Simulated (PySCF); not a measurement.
# HfCl: from the state search to spectroscopic constants

What are the lowest state that PBE0 finds, the bond length, vibrational wavenumber and bond energy of HfCl, and how much do these hang on the method?

The runs use PySCF 2.14.0; Hf def2-TZVPPD with ECP60, Cl def2-TZVPPD, scalar-relativistic core potentials.

## Step 1: The job

A driver script around PySCF takes these settings:

```json
{
 "atoms": "Hf, Cl",
 "charge": "0",
 "basis": "Hf def2-TZVPPD with ECP60, Cl def2-TZVPPD",
 "Hamiltonian": "scalar-relativistic core potentials",
 "basis functions": "110",
 "electrons treated": "29",
 "masses in u": "179.9465, 34.9689",
 "levels": "PBE0, PBE, r²SCAN, PW91, revPBE, MN15, r²SCANh, M06-2X, HSE06, HF, MP2, SCS-MP2, CCSD, CCSD(T)",
 "grid": "80 radial by 434 angular points",
 "occupations": "held fixed by the projection of orbital angular momentum",
 "dissociation limit": "Hf + Cl, each in its ground configuration",
 "starting distance in angstrom": "2.370",
 "values of 2S to try": "1, 3, 5"
}
```

The run is started by

```bash
$ OMP_NUM_THREADS=2 python dia.py task.json out
```

After this run come: The PBE0 curve of the state that the search chose; Excited determinants; PBE (GGA); r²SCAN (meta-GGA); PW91; revPBE; MN15 (hybrid meta-GGA); r²SCANh (hybrid meta-GGA); M06-2X (hybrid meta-GGA); HSE06 (range-separated hybrid); ROHF; MP2 and coupled cluster.

What does the calculation give? Wanted: for each run, Re; ωe; De; μ.

**Answer**, as computed:

Lowest PBE0 solution found, without spin–orbit coupling: ²Δ (doublet), unpaired electrons δ ↑. State 2 has its PBE0 minimum 0.26 eV higher, as a spin-mixed determinant (⟨S²⟩ = 1.16), so this is no gap between pure states. State 3 has its PBE0 minimum 0.66 eV higher. State 4 has its PBE0 minimum 0.69 eV higher. The other levels ran on the lowest alone.

| level | Re (Å) | ωe (cm⁻¹) | De (eV) | μ (D) |
| --- | --- | --- | --- | --- |
| ROHF | 2.368 | 356 | 3.96 | -2.36 |
| ROHF-MP2 | 2.305 | 382 | 5.13 | n/a |
| ROHF-SCS-MP2 | 2.320 | 376 | 4.98 | n/a |
| ROHF-CCSD | 2.329 | 374 | 4.88 | n/a |
| ROHF-CCSD(T) | 2.324 | 376 | 5.04 | n/a |
| PBE | 2.304 | 371 | 5.07 | -1.50 |
| revPBE | 2.316 | 363 | 4.85 | -1.47 |
| PW91 | 2.303 | 372 | 5.09 | -1.54 |
| r²SCAN | 2.310 | 373 | 5.03 | -1.28 |
| r²SCANh | 2.310 | 374 | 4.97 | -1.37 |
| PBE0 | 2.304 | 376 | 4.94 | -1.67 |
| HSE06 | 2.305 | 375 | 4.94 | -1.74 |
| MN15 | 2.301 | 377 | 5.16 | -1.88 |
| M06-2X | 2.324 | 367 | 4.94 | -1.89 |

De is counted to Hf + Cl in their ground configurations. A positive dipole means Hf(−)Cl(+). ⟨S²⟩ is off the pure value of 0.75 by over a tenth at r²SCAN 0.95, r²SCANh 0.95, PBE0 0.83, M06-2X 0.91.

Differences from CCSD(T) in the same basis:

| level | Re (mÅ) | ωe (%) |
| --- | --- | --- |
| ROHF | +44 | -5.2 |
| ROHF-MP2 | -19 | +1.8 |
| ROHF-SCS-MP2 | -4 | 0.0 |
| ROHF-CCSD | +4 | -0.5 |
| PBE | -20 | -1.4 |
| revPBE | -8 | -3.3 |
| PW91 | -21 | -1.1 |
| r²SCAN | -14 | -0.7 |
| r²SCANh | -14 | -0.6 |
| PBE0 | -21 | 0.0 |
| HSE06 | -19 | 0.0 |
| MN15 | -23 | +0.3 |
| M06-2X | 0 | -2.3 |

**Reading.** Judged by CCSD(T) in the same basis: best bond length M06-2X (0 mÅ), worst ROHF (+44 mÅ); best wavenumber ROHF-SCS-MP2 and PBE0 and HSE06 (0.0 %), worst ROHF (-5.2 %). Of the levels with a De here, ROHF gives the least (3.96 eV) and MN15 the most (5.16 eV).

Correlated steps freeze 5 core orbitals. Spin–orbit coupling is left out, which matters for elements this heavy, above all for dissociation energies. The state is the lowest single determinant that the PBE0 search found; with open d or f shells the true ground state can be another one. With spin–orbit coupling the term label itself may not hold.
